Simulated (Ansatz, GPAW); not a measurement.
## A script for SiC (PBE in single-zeta orbitals)

These are simulated results from GPAW 26.7.0, not measurements. The cell began as a database structure and was relaxed with r2SCAN in plane waves (Ansatz 0.2.0). All runs are without spin polarisation.

Space group P6_3mc (No. 186), hexagonal; conventional cell a = 3.075 Å, c = 5.048 Å, 10.34 Å³ an atom. Si has 4 C at 1.88–1.90 Å; C has 4 Si at 1.88–1.90 Å.

The basis is minimal: single zeta, one radial function for each shell that the log's basis lists. It describes the filled bands fairly and the empty ones poorly.

The script, run.py:

```python
import json
from ase import Atoms
from gpaw import GPAW, PW, FermiDirac

atoms = Atoms(['Si', 'Si', 'C', 'C'],
              cell=[[3.07535641, 0.0, 0.0], [-1.53767821, 2.66333678, 0.0], [0.0, 0.0, 5.04810873]],
              scaled_positions=[[0.333333333, 0.666666667, 0.499591772], [0.666666667, 0.333333333, 0.999591772], [0.333333333, 0.666666667, 0.875408228], [0.666666667, 0.333333333, 0.375408228]],
              pbc=True)
calc = GPAW(mode='lcao', basis='sz(dzp)', h=0.2, xc='PBE', kpts={'size': (6, 6, 4), 'gamma': True},
            occupations=FermiDirac(0.02), maxiter=100, legacy_gpaw=True, txt='gpaw.txt')
atoms.calc = calc
res = {'energy': atoms.get_potential_energy(force_consistent=True)}
res['electrons'] = calc.get_number_of_electrons()
res['k'] = calc.get_ibz_k_points().tolist()
res['levels'] = [calc.get_eigenvalues(kpt=i).tolist() for i in range(len(res['k']))]
points = [[0.0, 0.0, 0.0], [0.5, 0.0, 0.0], [0.333333, 0.333333, 0.0], [0.0, 0.0, 0.5], [0.5, 0.0, 0.5], [0.333333, 0.333333, 0.5]]
bands = calc.fixed_density(kpts=points, symmetry='off', txt='bands.txt')
res['points'] = [bands.get_eigenvalues(kpt=i).tolist() for i in range(len(points))]
json.dump(res, open('results.json', 'w'))
print('free energy (eV):', round(res['energy'], 5))
```

Command: `python run.py`. It took 14 s on 1 thread of Intel(R) Xeon(R) Gold 6455B (Sapphire Rapids) (shared host), peak memory 0.14 GiB.

The log gpaw.txt, trimmed of paths, versions and times, then the last line on the terminal. An iter line gives the energy in eV and the logarithms of the changes of orbitals (plane waves alone) and density (c: converged):

```
___ ___ ___ _ _ _
 |   |   |_  | | | |

 | | | | | . | | | |

 |__ |  _|___|_____|  26.7.0
 |___|_|

Input parameters:
  basis: sz(dzp)
  h: 0.2
  kpts: {gamma: True,
         size: (6, 6, 4)}
  maxiter: 100
  mode: lcao
  occupations: {fixmagmom: False,
                name: fermi-dirac,
                width: 0.02}
  xc: PBE

System changes: positions, numbers, cell, pbc, initial_charges, initial_magmoms

Initialize ...

species:
  Si:
    name:    Silicon
    Z:       14.0
    valence: 4
    core:    10
    charge:  0.0  # [|e|]
    compensation charges:
      type: gauss
      rc: 0.33  # [Å]
      lmax: 2
    cutoffs:
      filter: 1.86  # [Å]
      core: 2.06  # [Å]
    projectors
    | kind |    occ | energy [eV] | rcut [Å] |

    |------|--------|-------------|----------|

    |   3s |  2.000 |     -10.812 |    1.058 |

    |   3p |  2.000 |      -4.081 |    1.058 |

    |    s |        |      16.399 |    1.058 |

    |    p |        |      23.130 |    1.058 |

    |    d |        |       0.000 |    1.058 |

    LCAO basis set for Si:
      Name: sz(dzp)
      Number of radial functions: 2
      Number of spherical harmonics: 4
        l=0, rc=6.8594 Bohr: 3s-sz confined orbital
        l=1, rc=9.0625 Bohr: 3p-sz confined orbital
      Number of RI-basis functions 0

  C:
    name:    Carbon
    Z:       6.0
    valence: 4
    core:    2
    charge:  0.0  # [|e|]
    compensation charges:
      type: gauss
      rc: 0.20  # [Å]
      lmax: 2
    cutoffs:
      filter: 1.14  # [Å]
      core: 1.14  # [Å]
    projectors
    | kind |    occ | energy [eV] | rcut [Å] |

    |------|--------|-------------|----------|

    |   2s |  2.000 |     -13.751 |    0.635 |

    |   2p |  2.000 |      -5.284 |    0.635 |

    |    s |        |      13.461 |    0.635 |

    |    p |        |      21.927 |    0.635 |

    |    d |        |       0.000 |    0.635 |

    LCAO basis set for C:
      Name: sz(dzp)
      Number of radial functions: 2
      Number of spherical harmonics: 4
        l=0, rc=5.5469 Bohr: 2s-sz confined orbital
        l=1, rc=6.6719 Bohr: 2p-sz confined orbital
      Number of RI-basis functions 0

Reference energy: -17827.944731  # eV

Spin-paired calculation

Convergence criteria:
 Maximum [total energy] change in last 3 cyles: 0.0005 eV / valence electron
 Maximum integral of absolute [dens]ity change: 0.0001 electrons / valence electron
 Maximum integral of absolute [eigenst]ate change: 4e-08 eV^2 / valence electron
 Maximum number of scf [iter]ations: 100
 (Square brackets indicate name in SCF output, whereas a 'c' in
 the SCF output indicates the quantity has converged.)

Symmetries present (total): 2

  ( 1  1  0)  ( 1  0  0)
  ( 0 -1  0)  ( 0  1  0)
  ( 0  0  1)  ( 0  0  1)

144 k-points: 6 x 6 x 4 Monkhorst-Pack grid + [1/12,1/12,1/8]
47 k-points in the irreducible part of the Brillouin zone
       k-points in crystal coordinates                weights
   0:     0.00000000    0.00000000    0.00000000          1/144
   1:     0.00000000    0.00000000    0.25000000          2/144
   2:     0.00000000    0.00000000    0.50000000          1/144
   3:     0.16666667   -0.33333333    0.00000000          2/144
   4:     0.16666667   -0.33333333    0.25000000          4/144
   5:     0.16666667   -0.33333333    0.50000000          2/144
   6:     0.16666667   -0.16666667   -0.25000000          4/144
   7:     0.16666667   -0.16666667    0.00000000          4/144
   8:     0.16666667   -0.16666667    0.25000000          4/144
   9:     0.16666667   -0.16666667    0.50000000          4/144
          ...
  46:     0.50000000    0.50000000    0.50000000          2/144

Wave functions: LCAO
  Diagonalizer: Serial LAPACK
  Atomic Correction: dense with blas
  Data-type: complex

Occupation numbers: Fermi-Dirac:
  width: 0.0200  # eV

Eigensolver
   LCAO using direct dense diagonalizer

Densities:
  Coarse grid: 12*12*24 grid
  Fine grid: 24*24*48 grid
  Total Charge: 0.000000

Density mixing:
  Method: separate
  Backend: msr1
  Linear mixing parameter: 0.05
  old densities: 10
  Width of damping distribution: 1.1
  Damping of long wavelength oscillations: 20

Hamiltonian:
  XC and Coulomb potentials evaluated on a 24*24*48 grid
  Using the PBE Exchange-Correlation functional
  Interpolation: tri-quintic (5. degree polynomial)
  Poisson solver: FastPoissonSolver using
    Stencil: 8*3+1=25 point O(h^6) finite-difference Laplacian
    FFT axes: [np.int64(0), np.int64(1), np.int64(2)]
    FST axes: []

XC parameters: PBE with 2 nearest neighbor stencil

Memory estimate:
  Process memory now: 111.52 MiB
  Calculator: 9.92 MiB
    Density: 5.70 MiB
      Arrays: 0.69 MiB
      Localized functions: 4.49 MiB
      Mixer: 0.53 MiB
    Hamiltonian: 0.79 MiB
      Arrays: 0.45 MiB
      XC: 0.00 MiB
      Poisson: 0.00 MiB
      vbar: 0.34 MiB
    Wavefunctions: 3.43 MiB
      C [qnM]: 0.16 MiB
      S, T [2 x qmm]: 0.37 MiB
      P [aqMi]: 0.04 MiB
      BasisFunctions: 2.86 MiB
      Eigensolver: 0.00 MiB

Total number of cores used: 1

Number of atoms: 4
Number of atomic orbitals: 16
Number of bands in calculation: 14
Number of valence electrons: 16
Bands to converge: occupied
Positions:
   0 Si    -0.000000    1.775558    2.521994    ( 0.0000,  0.0000,  0.0000)
   1 Si     1.537678    0.887779    5.046048    ( 0.0000,  0.0000,  0.0000)
   2 C     -0.000000    1.775558    4.419156    ( 0.0000,  0.0000,  0.0000)
   3 C      1.537678    0.887779    1.895102    ( 0.0000,  0.0000,  0.0000)

Unit cell:
           periodic     x           y           z      points  spacing
  1. axis:    yes    3.075356    0.000000    0.000000    12     0.2219
  2. axis:    yes   -1.537678    2.663337    0.000000    12     0.2219
  3. axis:    yes    0.000000    0.000000    5.048109    24     0.2103

  Lengths:   3.075356   3.075356   5.048109
  Angles:   90.000000  90.000000 120.000000

Effective grid spacing dv^(1/3) = 0.2287

iter:   1   -28.428352        c
iter:   2   -27.807312        c -0.63
iter:   3   -25.683815        c -0.68
iter:   4   -25.695589        c -1.50
iter:   5   -25.704112        c -1.70
iter:   6   -25.704107        c -2.93
iter:   7   -25.704108c       c -3.72
iter:   8   -25.704107c       c -4.96c

Converged after 8 iterations.

Energy contributions relative to reference atoms: (reference = -17827.944731)

Kinetic:        +41.821955
Potential:      -33.668519
External:        +0.000000
XC:             -34.452665
Entropy (-ST):   -0.000000
Local:           +0.595121
SIC:             +0.000000
--------------------------
Free energy:    -25.704107
Extrapolated:   -25.704107

Showing only first 2 kpts
 Kpt  Band  Eigenvalues  Occupancy
  0     6      9.29360    2.00000
  0     7      9.29760    2.00000
  0     8     14.72194    0.00000
  0     9     15.45791    0.00000

  1     6      8.95377    2.00000
  1     7      8.95689    2.00000
  1     8     14.90185    0.00000
  1     9     16.23923    0.00000

Fermi level: 10.22531

Gap: 4.482 eV
Transition (v -> c):
  (s=0, k=0, n=7, [0.00, 0.00, 0.00]) -> (s=0, k=16, n=8, [0.33, -0.33, 0.25])
Direct/indirect transitions are different
Direct gap: 5.424 eV
Transition at: (s=0, k=0, n=7, [0.00, 0.00, 0.00])

free energy (eV): -25.70411
```

The gap in the log is over the mesh alone; results.json adds the listed points. PBE in single-zeta orbitals gives a gap of 4.48 eV. On the same cell, plane-wave PBE (Ansatz, 12×12×6 k points and the special points) gives a gap of 2.28 eV and r2SCAN a gap of 2.65 eV; on shared hosts these took about 2.4 and 4.8 core-seconds on the 4-atom cell, against 14 for the script. Semilocal gaps usually lie below measured ones.
